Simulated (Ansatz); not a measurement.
# H2Pb: the cost of one run

Method: DFT PBE, scalar-relativistic, plane waves, PAW, in Ansatz 0.2.0.

## (1) The starting structure

The structure is tetragonal, space group P4/nmm (No. 129). Conventional cell: a = 3.635 Å, b = 3.635 Å, c = 6.243 Å, α = 90.00°, β = 90.00°, γ = 90.00°. H (site symmetry 4mm) is surrounded by 5 Pb at 2.48 to 2.68 Å. H (site symmetry -4m2) has 4 Pb at 2.36 Å as nearest neighbours. Pb (site symmetry 4mm) is surrounded by 9 H at 2.36 to 2.68 Å.

Coordinates:

```xyz
6
Lattice="3.6353 0.0000 0.0000 0.0000 3.6353 0.0000 0.0000 0.0000 6.2427" Properties=species:S:1:pos:R:3 pbc="T T T"
H     1.8177    0.0000    2.2642
H     1.8177    1.8177    0.0000
H     0.0000    0.0000    0.0000
H     0.0000    1.8177    3.9785
Pb    1.8177    0.0000    4.7439
Pb    0.0000    1.8177    1.4988
```

It is the end of an earlier relaxation with the same method, from a database cell with other species swapped in; it needn't be the stable form of this composition. At a tolerance of 0.05 Å it has space group P4/nmm (No. 129); it has 13.75 Å³/atom, an uncorrected energy of +0.49 eV/atom over the elements.

## (2) Static run: bands, density of states and charges

Input file input.yaml:

```yaml
crystal:
  lattice:
    - [3.6353058044, 0.0, 0.0]
    - [0.0, 3.6353058044, 0.0]
    - [0.0, 0.0, 6.2426849708]
  atoms:
    - { symbol: H, position: [0.5, 0.0, 0.3626905391] }
    - { symbol: H, position: [0.5, 0.5, 0.0] }
    - { symbol: H, position: [0.0, 0.0, 0.0] }
    - { symbol: H, position: [0.0, 0.5, 0.6373094609] }
    - { symbol: Pb, position: [0.5, 0.0, 0.7599089121] }
    - { symbol: Pb, position: [0.0, 0.5, 0.2400910879] }
basis:
  ecutwfc: 420
kpoints:
  mp_grid: { grid: [10, 10, 6] }
  band_path:
    path:
      - [[0.0, 0.0, 0.0], [0.0, 0.5, 0.0], [0.5, 0.5, 0.0], [0.0, 0.0, 0.0], [0.0, 0.0, 0.5], [0.0, 0.5, 0.5], [0.5, 0.5, 0.5], [0.0, 0.0, 0.5]]
      - [[0.0, 0.5, 0.0], [0.0, 0.5, 0.5]]
      - [[0.5, 0.5, 0.0], [0.5, 0.5, 0.5]]
    npoints: 14
hamiltonian:
  xc: pbe
scf:
  occupations: { method: gaussian, width: 0.1 }
  n_extra_bands: 15
output:
  forces: true
  stress: true
  eigenvalues: true
  populations: true
  dos: { projected: true, de: 0.02, nscf_kmesh: { grid: [12, 12, 8] } }
  bader: true
  write_density: true
  write_potential: true
  elf: true
  volumetric_format: npy
```

Launch:

```console
> ansatz run input.yaml --threads 1 --pin off --max-ram 2048MiB --backend cpu --events-out ev --progress --plain --runs-dir out
```

Q: Estimate wall time and peak memory on 1 thread of Arm Neoverse V1, shared host.

About 61 s, with a peak of 0.47 GiB.
